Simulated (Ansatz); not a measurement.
# C2H5F3OSi: basis-set convergence

One table from this session's results is given with a row withheld; the runs are named, their logs left out.

Computed with Ansatz 0.2.0, Gaussian basis. Level: one geometry, several basis sets.

The runs, in order: PBE0-D4/def2-SVP; ωB97M-V/def2-SVP; PBE0-D4/def2-QZVPP; ωB97M-V/def2-QZVPP; the functionals' def2-TZVPP values are taken from earlier runs.

1 further run of the same task is left out (it didn't finish).

## The geometry

An earlier PBE0-D4 in a triple-zeta def2 set relaxation fixed the geometry.

SMILES `C[SiH2]OC(F)(F)F`, 12 atoms, charge 0, spin multiplicity 1.

Atoms are counted from 1 here; the program's logs count them from 0.

Bond lengths: C1–Si2 1.852 Å, C1–H8 1.092 Å, C1–H9 1.094 Å, C1–H10 1.092 Å, Si2–O3 1.686 Å, Si2–H11 1.483 Å, Si2–H12 1.479 Å, O3–C4 1.323 Å, C4–F5 1.328 Å, C4–F6 1.348 Å, C4–F7 1.339 Å. Angles: Si2–C1–H8 110.9°, Si2–C1–H9 109.9°, Si2–C1–H10 111.0°, H8–C1–H9 108.1°, H8–C1–H10 108.6°, H9–C1–H10 108.3°, C1–Si2–O3 110.5°, C1–Si2–H11 111.9°, C1–Si2–H12 112.2°, O3–Si2–H11 108.1°, O3–Si2–H12 103.0°, H11–Si2–H12 110.7°, Si2–O3–C4 127.1°, O3–C4–F5 110.3°, O3–C4–F6 112.3°, O3–C4–F7 112.2°, F5–C4–F6 107.6°, F5–C4–F7 107.7° and more.

The first run:

The input, in.yaml:

```yaml
crystal:
  periodic: [false, false, false]
  atoms:
    - {symbol: C, position_ang: [0.126476, -0.174076, 1.826334]}
    - {symbol: Si, position_ang: [0.661536, -0.794953, 0.165750]}
    - {symbol: O, position_ang: [0.564879, 0.435864, -0.982678]}
    - {symbol: C, position_ang: [-0.511001, 0.820962, -1.650331]}
    - {symbol: F, position_ang: [-0.331055, 2.037900, -2.150716]}
    - {symbol: F, position_ang: [-1.609860, 0.860173, -0.870600]}
    - {symbol: F, position_ang: [-0.795002, 0.000374, -2.668944]}
    - {symbol: H, position_ang: [0.723376, 0.688451, 2.130688]}
    - {symbol: H, position_ang: [0.255670, -0.959316, 2.576519]}
    - {symbol: H, position_ang: [-0.925379, 0.117841, 1.814294]}
    - {symbol: H, position_ang: [-0.177178, -1.926612, -0.298563]}
    - {symbol: H, position_ang: [2.094437, -1.161810, 0.142347]}
basis:
  gaussian: {orbitals: def2-SVP}
hamiltonian: {xc: pbe0, dispersion: d4}
output: {orbitals: {seedname: orbitals}}
```

Steps of the session up to this table: PBE0-D4 in def2-SVP; ωB97M-V in def2-SVP; PBE0-D4 in def2-QZVPP; ωB97M-V in def2-QZVPP.

One of the session's tables, all rows but one given; the rest of the session is left out.

It belongs to the step «Functionals by basis». 

```
functional       basis  HOMO (eV)  LUMO (eV)
   PBE0-D4    def2-SVP          ?          ?
   PBE0-D4  def2-TZVPP      -9.31       0.38
   PBE0-D4  def2-QZVPP      -9.33       0.20
   ωB97M-V    def2-SVP     -11.54       2.80
   ωB97M-V  def2-TZVPP     -11.60       2.03
   ωB97M-V  def2-QZVPP     -11.61       1.48
```

Estimate the missing values for PBE0-D4, def2-SVP.

The run gave: HOMO (eV): -9.28; LUMO (eV): 0.86. In the column «HOMO (eV)» it is the highest.
